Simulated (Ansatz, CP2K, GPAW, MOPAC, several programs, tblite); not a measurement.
# PtS2: cheap methods against density-functional theory

How much accuracy does each second buy? PtS2 is computed with 11 methods, from the cheapest up to r2SCAN.

Computed with MOPAC, tblite, CP2K, GPAW, Ansatz (versions at each run) (no spin polarisation, static lattice; gaps from single points on the cell relaxed beforehand with r²SCAN+rVV10, unless a step's input says otherwise).

## Step 1: The structure to begin with

It takes space group P-3m1 (No. 164, trigonal). Conventional cell: a = 3.553 Å, b = 3.553 Å, c = 5.123 Å, α = 90.00°, β = 90.00°, γ = 120.00°. Pt (site symmetry -3m) is surrounded by 6 S at 2.39 Å. S (site symmetry 3m) has 3 Pt at 2.39 Å as nearest neighbours.

As a file:

```cif
data_structure
_symmetry_space_group_name_H-M 'P 1'
_symmetry_Int_Tables_number 1
_cell_length_a 3.5526
_cell_length_b 3.5526
_cell_length_c 5.1227
_cell_angle_alpha 90.000
_cell_angle_beta 90.000
_cell_angle_gamma 120.000
_cell_volume 55.99
loop_
_atom_site_label
_atom_site_type_symbol
_atom_site_fract_x
_atom_site_fract_y
_atom_site_fract_z
_atom_site_occupancy
Pt1 Pt 0.00000 0.00000 0.00000 1
S1 S 0.33333 0.66667 0.23926 1
S2 S 0.66667 0.33333 0.76074 1
```

The structure type (1T (CdI2) bulk) is imposed and need not be the compound's stable one.

**Question.** The methods are PM6, PM7, GFN1-xTB (tblite), GFN2-xTB (tblite), PBE/DZVP, PBE/single-zeta, PBE/SZV, coarse PBE, GLLB-SC, PBE, r2SCAN. What gap does r2SCAN give on this cell, and which other methods (full PBE left aside) come nearest to r2SCAN and farthest in gap?

| quantity | value |
| --- | --- |
| r2SCAN | gap 0.79 eV |
| gap: nearest and farthest of the other methods | GFN2-xTB (tblite) (-0.08 eV), PM7 (+4.76 eV) |

What this shows: Among the 9 methods compared for the gap (full PBE left aside), GFN2-xTB (tblite) is nearest to r2SCAN and PM7 farthest. A minimal basis or a coarse cutoff and mesh shifts results by its own error, so closeness to r2SCAN can be chance. Cluster runs see only the k-points that fold onto the zone centre, so their gaps can miss the band edges. GLLB-SC is compared with its derivative discontinuity added. No r2SCAN modulus is at hand, so moduli aren't ranked. CPU times run from 0.74 s (coarse PBE) to 48 s (PM6). On this cell PM6, PM7, PBE/DZVP, PBE/single-zeta, GLLB-SC cost more than r2SCAN itself (8.5 s), so they are no saving here. A cluster method computes far more atoms than the primitive cell, so on a small crystal it can cost more than plane waves. r2SCAN is a yardstick, not the truth: it usually gives gaps below the measured ones. Spin-orbit coupling is left out throughout.
